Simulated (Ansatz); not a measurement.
# InGa2N3: other elements on the same sites

What happens to the structure of InGa2N3 under In → Cd? Each swap replaces an element on all its sites; cell and atoms are relaxed again.

Method: DFT PBEsol, scalar-relativistic, plane waves, PAW, in Ansatz 0.2.0.

2 further runs of the same task are left out: 2 set aside as unsound or not needed.

## 1. The system as given

The structure is orthorhombic, space group Cmc2_1 (No. 36). Conventional cell: a = 9.906 Å, b = 5.714 Å, c = 5.336 Å, α = 90.00°, β = 90.00°, γ = 90.00°. In (site symmetry m) is surrounded by 4 N at 2.15 to 2.16 Å. Ga (site symmetry 1) has 4 N at 1.95 to 1.96 Å in its first shell of neighbours. N (site symmetry 1) is surrounded by 3 Ga at 1.95 to 1.96 Å and 1 In at 2.15 Å. N (site symmetry m) is surrounded by 2 Ga at 1.95 Å and 2 In at 2.16 Å.

Structure file:

```xyz
12
Lattice="4.9530 -2.8569 0.0000 4.9530 2.8569 0.0000 0.0000 0.0000 5.3356" Properties=species:S:1:pos:R:3 pbc="T T T"
In    4.9530    0.9986    5.2809
In    4.9530   -0.9986    2.6131
Ga    1.6884    0.9339    5.2963
Ga    8.2176    0.9339    5.2963
Ga    8.2176   -0.9339    2.6285
Ga    1.6884   -0.9339    2.6285
N     1.7837    0.8775    1.9152
N     8.1223    0.8775    1.9152
N     8.1223   -0.8775    4.5830
N     1.7837   -0.8775    4.5830
N     4.9530    1.0977    2.1079
N     4.9530   -1.0977    4.7757
```

It goes back to an entry of the Materials Project, which need not be the stable form.

It is the result of an earlier relaxation at this level (volume 12.58 Å³/atom; gap on the mesh: 1.00 eV).

## 2. In → Cd: the starting cell

CdGa2N3 starts from the relaxed positions of InGa2N3, with all lengths scaled by 1.002, a guess from tabulated radii.

## 3. Quick check of gap, pressure and forces (CdGa2N3)

File input.yaml:

```yaml
crystal:
  lattice:
    - [4.9635907126, -2.8629693876, 0.0]
    - [4.9635907126, 2.8629693876, 0.0]
    - [0.0, 0.0, 5.3469890075]
  atoms:
    - { symbol: Cd, position: [0.3252227417, 0.6747772583, 0.9897489538] }
    - { symbol: Cd, position: [0.6747772583, 0.3252227417, 0.4897489538] }
    - { symbol: Ga, position: [0.0069945021, 0.3338844484, 0.9926402249] }
    - { symbol: Ga, position: [0.6661155516, 0.9930054979, 0.9926402249] }
    - { symbol: Ga, position: [0.9930054979, 0.6661155516, 0.4926402249] }
    - { symbol: Ga, position: [0.3338844484, 0.0069945021, 0.4926402249] }
    - { symbol: "N", position: [0.0264767013, 0.3336441491, 0.3589520517] }
    - { symbol: "N", position: [0.6663558509, 0.9735232987, 0.3589520517] }
    - { symbol: "N", position: [0.9735232987, 0.6663558509, 0.8589520517] }
    - { symbol: "N", position: [0.3336441491, 0.0264767013, 0.8589520517] }
    - { symbol: "N", position: [0.3078788725, 0.6921211275, 0.3950674929] }
    - { symbol: "N", position: [0.6921211275, 0.3078788725, 0.8950674929] }
basis:
  ecutwfc: 420
kpoints:
  mp_grid: { grid: [4, 4, 4] }
hamiltonian:
  xc: pbesol
scf:
  occupations: { method: gaussian, width: 0.1 }
output:
  forces: true
  stress: true
  eigenvalues: true
```

Launch:

```bash
ansatz run input.yaml --threads 2 --pin off --max-ram 5120MiB --backend cpu --events-out ev --progress --plain --runs-dir out
```

The session goes on with these runs: coarse relaxation (CdGa2N3); full relaxation (CdGa2N3).

**Question.** What will these runs give? Wanted: In → Cd.

As calculated:

```
         quantity                                                value
In → Cd (CdGa2N3)  12.70 Å³/atom, gap none (metal), ΔH_f -0.02 eV/atom
```

**Reading.** In → Cd changes the volume per atom by +1.0 %. The start has a gap, but CdGa2N3 comes out metallic at this semilocal level, which can close small gaps. InGa2N3 has the lowest formation energy in this structure (-0.38 eV/atom). A negative value alone does not show stability: other structures and competing compounds were not computed. The final runs have no spin polarisation, so a magnetic state may lie lower.

Spin-orbit coupling is left out, though the cell holds In; it can move the gap.
